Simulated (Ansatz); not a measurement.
# CHGaSi (triplet): from Hartree-Fock to the top rungs at distance Ga2–Si3 = 2.772 Å, cc-pVDZ

An exercise on one series of results from a longer session: the logs are not shown, and one member is left open.

The runs use Ansatz 0.2.0, Gaussian basis; cc-pVDZ, core rule «outside noble gas», up to 20 orbitals frozen.

To be run: UHF; CCSD(T) on natural orbitals of UHF; CCSD(T) on UHF; BCCD(T) on natural orbitals of UHF; CISD; CCSDT(Q) on natural orbitals of UHF; CCSDT(Q) on UHF; CASSCF and MRCISD+Q, 4 electrons in 4 orbitals; CASSCF and NEVPT2, 4 electrons in 4 orbitals.

30 further runs of the same task are left out: 2 for a mislabelled method, 2 for a known fault of the program, 19 that didn't finish, 7 set aside as unsound or not needed.

## The system

The geometry derives from a PBE0/def2-TZVP stationary point (not a proven minimum). One bond is set to the value named and the two fragments are kept rigid. No spin-orbit coupling is included. The filled d shell of Ga may be among the frozen orbitals whatever the setting's name suggests; the logs give the count.

4 atoms, charge 0, spin multiplicity 3.

Atoms are counted from 1 here; the program's logs count them from 0.

Bond lengths: C1–Ga2 1.917 Å, Ga2–Si3 2.772 Å, Si3–H4 1.540 Å. Angles: C1–Ga2–Si3 178.8°, Ga2–Si3–H4 80.4°.

Set-up of the first run:

Contents of in.yaml:

```yaml
crystal:
  periodic: [false, false, false]
  atoms:
    - {symbol: C, position_ang: [0.000000, -0.316122, 2.771335]}
    - {symbol: Ga, position_ang: [0.000000, -0.340545, 0.854372]}
    - {symbol: Si, position_ang: [0.000000, -0.434517, -1.916035]}
    - {symbol: H, position_ang: [0.000000, 1.091184, -1.709672]}
basis:
  gaussian: {orbitals: cc-pVDZ}
magnetization: {spin_polarized: true, initial_magnetization: 2}
hamiltonian: {xc: hf}
output: {orbitals: {seedname: orbitals}}
```

Started as:

```console
$ ansatz run in.yaml --threads 1 --pin off --events-out ev --progress --plain --max-ram 2393MiB
```

Steps of the session up to this table: UHF; CCSD(T) on natural orbitals of UHF; CCSD(T) on UHF; BCCD(T) on natural orbitals of UHF; CISD; CCSDT(Q) on natural orbitals of UHF; CCSDT(Q) on UHF; CASSCF and MRCISD+Q, 4 electrons in 4 orbitals; CASSCF and NEVPT2, 4 electrons in 4 orbitals.

One table of the session follows, with a row left open; its other results are not shown here.

```
       method  from RCCSDT(Q) (kcal/mol)
          UHF                    +153.85
         RMP2                     +20.33
         UMP2                     +41.29
        RCCSD                     +12.64
        UCCSD                      +9.34
     RCCSD(T)                      +0.65
     UCCSD(T)                      +3.30
      BCCD(T)                      +3.33
       RCCSDT                      +2.35
       UCCSDT                      +1.07
    RCCSDT(Q)                          0
    UCCSDT(Q)                      +0.30
  CASSCF pair                    +157.80
  NEVPT2 pair                     +42.20
  MRCISD pair                          ?
MRCISD+Q pair                      +6.59
```

**Question.** Estimate the row for MRCISD pair.

The run gave: from RCCSDT(Q) (kcal/mol): +26.46. In the column «from RCCSDT(Q) (kcal/mol)» it lies between RMP2 (+20.33) and UMP2 (+41.29).

Not comparable, so not listed: CISD (they don't share determinant, frozen orbitals or solution with the rows shown, or repeat one).

Caveats from the session: The determinant is far from a pure spin state, so its energy mixes those of several spin states (harmless only where they are near-degenerate, as at dissociation). The report flags that the cluster equations may have other roots. Left out of the table: ROHF (another determinant or state than the rows shown). The program flags RCCSD(T), BCCD(T), RCCSDT(Q) as in doubt, so the zero of the table is itself unsure. Warnings: spin contamination; coupled cluster took another determinant than the lowest; large T1 diagnostic. Restricted and unrestricted rows rest on different reference determinants; where their highest levels disagree by more than a few hundredths of an eV, they describe different states and don't form one ladder.
